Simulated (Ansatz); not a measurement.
# CH6GeO3: the cost of one run

Program: Ansatz 0.2.0, driven from Python. The levels of theory stand in the script. These are calculated values, not measurements.

## Step 1: The system

Bond lengths: C1–O2 1.399 Å, O2–Ge3 1.779 Å, Ge3–O4 1.816 Å, Ge3–O5 1.782 Å, C1–H6 1.186 Å, C1–H7 1.080 Å, C1–H8 1.118 Å, Ge3–H9 1.616 Å, O4–H10 0.948 Å, O5–H11 0.977 Å. Angles (14 of 15 angles, heavy atoms first): C1–O2–Ge3 105.4°, O2–Ge3–O4 111.5°, O2–Ge3–O5 111.2°, O4–Ge3–O5 110.2°, O2–C1–H6 105.0°, O2–C1–H7 113.0°, O2–C1–H8 112.3°, O2–Ge3–H9 108.9°, O4–Ge3–H9 106.6°, O5–Ge3–H9 108.3°, Ge3–O4–H10 103.5°, Ge3–O5–H11 104.6°, H6–C1–H7 106.0°, H6–C1–H8 104.8°.

No structure file is read: the coordinates are typed or built in the script.

## Step 2: The code

methods.py

```python
'''One geometry of CH6GeO3, method by method.'''

from pathlib import Path
import argparse

import ansatz as az
import numpy as np

parser = argparse.ArgumentParser(description='One geometry of CH6GeO3, method by method.')
parser.add_argument('--basis-set', default='def2-SVP', help='Gaussian basis set')
args = parser.parse_args()

GEOMETRY = '''
C    -0.82190    1.03040    0.99300
O    -0.60080    0.80030   -0.36930
Ge    0.59320   -0.51650   -0.43770
O     1.28910   -0.69850   -2.10560
O    -0.11680   -2.05840    0.10300
H    -1.62620    1.90160    1.03000
H    -1.27340    0.18770    1.49640
H     0.07850    1.45100    1.50460
H     1.82790   -0.15450    0.53990
H     1.63850    0.16190   -2.29420
H    -0.92280   -2.16190   -0.43950
'''

system = az.Crystal.molecule()
for line in GEOMETRY.strip().splitlines():
    symbol, *xyz = line.split()
    system = system.atom(symbol, [float(v) for v in xyz])

setup = (
    system.calculation()
    .basis(gaussian=args.basis_set)
    .accuracy('medium')
    .scf(lower_state_search='off')
)

print('functional    E (Ha)        dipole (D)   HOMO (eV)  LUMO (eV)')
for name in ['hse06', 'lc_wpbe', 'pbe', 'pbe0', 'r2scan', 'r2scan0']:
    r = setup.functional(name).forces().orbitals().run(threads=1, backend='cpu', runs_dir='runs').report
    lines = Path(r['orbitals_path']).read_text().splitlines()
    field_of = lambda key: [line.split('=')[1].strip() for line in lines if line.startswith(key)]
    orbitals = [(27.211386 * float(e), s, float(n)) for e, s, n in zip(field_of('Ene='), field_of('Spin='), field_of('Occup='))]
    homo = max(e for e, _, n in orbitals if n > 0.5)
    lumo = min(e for e, _, n in orbitals if n < 0.5)
    dipole = 4.803205 * np.linalg.norm(r['charge_distribution']['dipole_moment_e_ang'])
    print(f'{name:10s} {r["free_energy_ev"] / 27.211386246:14.6f} {dipole:9.3f} {homo:11.3f} {lumo:10.3f}')
```

## Step 3: The input behind the calls

The package turns the script's settings into the engine's input (first run):

```yaml
crystal:
  periodic: [false, false, false]
  atoms:
    - { symbol: C, position_ang: [-0.8219, 1.0304, 0.993] }
    - { symbol: O, position_ang: [-0.6008, 0.8003, -0.3693] }
    - { symbol: Ge, position_ang: [0.5932, -0.5165, -0.4377] }
    - { symbol: O, position_ang: [1.2891, -0.6985, -2.1056] }
    - { symbol: O, position_ang: [-0.1168, -2.0584, 0.103] }
    - { symbol: H, position_ang: [-1.6262, 1.9016, 1.03] }
    - { symbol: H, position_ang: [-1.2734, 0.1877, 1.4964] }
    - { symbol: H, position_ang: [0.0785, 1.451, 1.5046] }
    - { symbol: H, position_ang: [1.8279, -0.1545, 0.5399] }
    - { symbol: H, position_ang: [1.6385, 0.1619, -2.2942] }
    - { symbol: H, position_ang: [-0.9228, -2.1619, -0.4395] }
accuracy: medium
basis:
  gaussian:
    orbitals: def2-SVP
hamiltonian:
  xc: hse06
scf:
  lower_state_search: "off"
output:
  orbitals: {}
  forces: true
```

## Step 4: Running it

Launch:

```sh
python methods.py
```

**Question.** How long does this script take on 1 thread of Arm Neoverse V1, shared host, and how much memory does it need?

About 31 s, with a peak of 0.3 GiB.
